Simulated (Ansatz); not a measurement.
## CH₅NSn, SMILES C=[N][SnH3]: a polarisability from point charges, step by step

With Ansatz 0.2.0 through its Python package.

The cells in order, each with its output:

**Cell 1**
```python
import ansatz as az
import numpy as np

geometry_ang = [
    ('C', [-0.995, 0.5253, -1.1869]),
    ('N', [-0.8802, -0.4482, -0.435]),
    ('Sn', [0.6573, -0.5268, 0.8708]),
    ('H', [-1.8052, 0.6036, -1.8925]),
    ('H', [-0.3552, 1.4035, -1.1821]),
    ('H', [0.5786, 0.83, 2.0014]),
    ('H', [2.2247, -0.4244, 0.0051]),
    ('H', [0.667, -2.0201, 1.7635]),
]
geometry = az.Crystal.molecule()
for symbol, xyz in geometry_ang:
    geometry = geometry.atom(symbol, xyz)

job = (
    geometry.calculation()
    .basis(gaussian='def2-SVP')
    .functional('cam_b3lyp')
    .forces()
)
centre = np.mean([site.position_ang for site in geometry.cartesian_sites], axis=0)
field = 2 * 14.399645 * 2.0 / 25.0 ** 2


def dipole(axis, sign):
    arm = 25.0 * np.eye(3)[axis]
    pair = [{'charge': sign * 2.0, 'position_ang': (centre - arm).tolist()}, {'charge': -sign * 2.0, 'position_ang': (centre + arm).tolist()}]
    deck = job.input().set(az.key.basis.gaussian.point_charges, pair)
    return np.array(az.Session.from_dict(deck).plan().execute().report['charge_distribution']['dipole_moment_e_ang'])
```

**Cell 2**
```python
print(f'field {field:.4f} V/A')
alpha = np.array([(dipole(axis, 1) - dipole(axis, -1)) / (2 * field) * 14.399645 for axis in range(3)])
print('polarisability tensor (A^3)')
print(np.array2string(alpha, precision=3, suppress_small=True))
print(f'mean {np.trace(alpha) / 3:.3f} A^3 = {np.trace(alpha) / 3 / 0.14818471:.2f} bohr^3')
```
Output:
```text
field 0.0922 V/A
polarisability tensor (A^3)
[[ 7.54  -0.566  1.287]
 [-0.561  7.617 -1.313]
 [ 1.311 -1.293  8.25 ]]
mean 7.803 A^3 = 52.65 bohr^3
```

The geometry is a force-field or estimated start, not a minimum of this method, and the basis set is short of its limit. The field of two point charges is only nearly even. def2 sets replace the cores of elements past krypton by effective core potentials. Without diffuse functions polarisabilities are unreliable, as a rule too low, and they change with the bond lengths of this unrelaxed start. It ran for 21 s on 1 thread of Arm Neoverse V1 (shared host), peak memory 0.23 GiB.

(Lines on the test bed's own set-up are left out of the output.)
